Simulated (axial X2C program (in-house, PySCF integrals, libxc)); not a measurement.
**Linear ZrCO⁺ at several levels**

One table from this session's results is given with a row withheld; the runs are named, their logs left out.

Method: all-electron X2C, two-component (2c) or spin-free, Zr dyall-v3z, C dyall-v3z, O dyall-av3z; program: an in-house X2C program for linear molecules on PySCF integrals.

All values are calculated.

2 further runs of the same task are left out: 2 set aside as unsound or not needed.

The first run:

task.json

```json
{
 "zs": [
  40,
  6,
  8
 ],
 "q": 1,
 "bas": [
  "dyall-v3z",
  "dyall-v3z",
  "dyall-av3z"
 ],
 "r0": [
  2.24,
  1.13
 ],
 "symm": 0,
 "scan": [
  "PBE0",
  "HF",
  "LDA"
 ],
 "levels": [
  "PBE0",
  "HF",
  "r2SCAN"
 ],
 "nst": 2
}
```

Keys: zs atomic numbers; q charge; bas basis sets; r0 starting distance in Å; symm equal bonds; scan levels of the two-bond scan; levels methods; nst determinants followed.

Command:

```bash
> python solin.py task.json out
```

Masses Zr 89.905, C 12.000, O 15.995 u.

Steps of the session up to this table: Scan at PBE0, 2c; Scan at LDA, 2c; Scan at PBE0, spin-free.

One table of the session follows, with a row left open; its other results are not shown here.

| level | r(Zr–C) (Å) | lower stretch (cm⁻¹) | upper stretch (cm⁻¹) |
| --- | --- | --- | --- |
| PBE0, 2c | 2.153 | 371.2 | 2116.6 |
| LDA, 2c | 2.096 | 411.6 | 2035.8 |
| PBE0, spin-free | 2.153 | 371.4 | 2116.9 |
| LDA, spin-free | ? | ? | ? |

**Question.** Estimate the row for LDA, spin-free.

As computed: r(Zr–C) (Å): 2.097; lower stretch (cm⁻¹): 411.9; upper stretch (cm⁻¹): 2036.4. In the column «r(Zr–C) (Å)» it lies between LDA, 2c (2.096) and PBE0, 2c (2.153).

Scans not shown above were run alike.

The molecule was held linear; bending was not examined, so a bent shape may lie lower. Note: functional without a current term on a determinant with orbital currents, of the molecule or an atom. Note: several unpaired electrons, one determinant need not be a pure state.
